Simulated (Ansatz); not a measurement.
# ZnSn3: the cost of one run

All numbers are computed with Ansatz 0.2.0 through its Python package. The levels of theory stand in the script.

## (1) Starting point

It takes space group Fm-3m (No. 225, cubic). Conventional cell: a = 7.401 Å, b = 7.401 Å, c = 7.401 Å, α = 90.00°, β = 90.00°, γ = 90.00°. Zn (site symmetry m-3m) has 8 Sn at 3.20 Å in its first shell of neighbours. Sn (site symmetry -43m) is surrounded by 4 Zn at 3.20 Å and 4 Sn at 3.20 Å. Sn (site symmetry m-3m) has 8 Sn at 3.20 Å in its first shell of neighbours.

The script reads znsn3.cif:

```cif
data_ZnSn3
_cell_length_a 5.233572
_cell_length_b 5.233572
_cell_length_c 5.233572
_cell_angle_alpha 60.00000
_cell_angle_beta 60.00000
_cell_angle_gamma 60.00000
_symmetry_space_group_name_H-M 'P 1'
_symmetry_Int_Tables_number 1
loop_
_symmetry_equiv_pos_as_xyz
'x, y, z'
loop_
_atom_site_label
_atom_site_type_symbol
_atom_site_fract_x
_atom_site_fract_y
_atom_site_fract_z
Zn1 Zn    0.000000    0.000000    0.000000
Sn2 Sn    0.250000    0.250000    0.250000
Sn3 Sn    0.750000    0.750000    0.750000
Sn4 Sn    0.500000    0.500000    0.500000
```

## (2) Script

File paw_lapw_znsn3.py:

```python
"""PAW against all-electron LAPW for ZnSn3."""

import logging
import sys

import ansatz
from ase.io import read
import numpy as np

logging.basicConfig(stream=sys.stdout, format="%(name)s: %(message)s")
log = logging.getLogger("run")
log.setLevel(logging.INFO)


def count_gap(report):
    # lowest empty less highest filled band, counting bands; zero where they overlap
    return max(report.get("gap_by_band_count_ev") or 0.0, 0.0)


def main() -> None:
    atoms = read("znsn3.cif")
    crystal = ansatz.Crystal.from_ase(atoms)

    base = crystal.calculation()
    base = base.functional("LDA")
    base = base.kpoints(5)
    base = base.occupations("methfessel_paxton", width=0.1)
    base = base.stress()
    base = base.forces()
    base = base.band_table()
    variants = {
        "PAW": base.pseudopotentials("paw"),
        "LAPW": base.pseudopotentials("all_electron", lapw=True),
    }
    # totals differ by the cores that each treatment holds, so compare what does not depend on them
    rows = []
    for label, variant in variants.items():
        data = variant.run().report
        levels = np.array(data["eigenvalues_ev"][0]) - data["fermi_energy_ev"]
        print(label, "levels at the first k-point near E_F:", np.round(levels[np.abs(levels) < 5], 3))
        rows.append((label, data["n_electrons"], np.trace(data["stress_gpa"]) / 3, count_gap(data)))
    lines = [",".join(["treatment", "electrons in bands", "P GPa", "gap by band count eV"])] + [",".join(f"{v:.4f}" if isinstance(v, float) else str(v) for v in row) for row in rows]
    print("\n".join(lines))
    with open("paw_lapw.csv", "w") as handle:
        handle.write("\n".join(lines) + "\n")


if __name__ == "__main__":
    main()
```

## (3) What the engine is handed

The package turns the script's settings into the engine's input (first run):

```yaml
crystal:
  lattice:
    - [5.233572, 0.0, 0.0]
    - [2.6167860000000003, 4.532406304534931, 0.0]
    - [2.6167860000000003, 1.5108021015116442, 4.27319364403908]
  atoms:
    - { symbol: Zn, position: [0.0, 0.0, 0.0] }
    - { symbol: Sn, position: [0.25000000000000006, 0.25, 0.25] }
    - { symbol: Sn, position: [0.75, 0.7500000000000001, 0.75] }
    - { symbol: Sn, position: [0.5000000000000001, 0.5, 0.5] }
kpoints:
  mp_grid:
    grid: [5, 5, 5]
hamiltonian:
  xc: lda
  pseudopotentials:
    kind: paw
scf:
  occupations:
    method: methfessel_paxton
    width: 0.1
output:
  forces: true
  stress: true
  eigenvalues: true
```

## (4) The run

Launch:

```bash
> python paw_lapw_znsn3.py
```

Q: Estimate wall time and peak memory on 1 thread of Arm Neoverse V2, shared host.

About 14 s, with a peak of 0.57 GiB.
